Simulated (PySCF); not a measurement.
# C2H9ClF2SSi2: the cost of one run

Computed with tblite 0.8.0 and PySCF 2.14.0; each step states its level. No surroundings beyond the atoms listed, unless a continuum is named. Atoms count from 0, parts from 1.

9 further runs of the same task are left out: 9 set aside as unsound or not needed.

## Step 1: Starting point

17 atoms, charge 0, multiplicity 1; geometry: GFN2-xTB. Parts: 1 = atoms 0–14, `FC(F)SC([SiH3])[SiH3]`, charge 0; 2 = atoms 15–16, `Cl`, charge 0.

## Step 2: NMR shieldings: PBE0/pcSseg-1

Job settings and geometry (Å):

```
{"job": {"kind": "nmr", "xc": "PBE0", "basis": "pcSseg-1", "pop": false, "iso": false}, "charge": 0, "multiplicity": 1, "parts": [{"atoms": "0-14", "charge": 0, "multiplicity": 1}, {"atoms": "15-16", "charge": 0, "multiplicity": 1}]}
F      2.545810     0.999970     0.316980
C      2.354170    -0.318630     0.511570
F      2.093890    -0.470750     1.824060
S      1.006420    -0.975960    -0.514080
C     -0.422860    -0.011810     0.132550
Si    -0.645810     1.526090    -0.980360
Si    -1.899540    -1.219920     0.285350
H      3.278000    -0.856490     0.262000
H     -0.127750     0.280610     1.139350
H     -0.929910     1.027760    -2.324470
H      0.584820     2.311800    -0.972320
H     -1.763430     2.290250    -0.429080
H     -2.151750    -1.795680    -1.032900
H     -3.035300    -0.430680     0.759610
H     -1.530880    -2.260740     1.242270
Cl     0.466190    -4.614240     0.026780
H      0.690820    -3.369740    -0.199330
```

With the program's defaults for keys left out, this is: GIAO PBE0/pcSseg-1 NMR shielding, non-relativistic, gas phase.

Started as:

```bash
$ OMP_NUM_THREADS=1 python cluster_run.py task.json out
```

This one command runs all jobs of the session in turn.

Q: Estimate the wall time and peak memory of this first job on 1 thread of Intel Xeon Platinum 8259CL at 2.50GHz, shared host.

About 49 s, with a peak of 0.94 GiB.
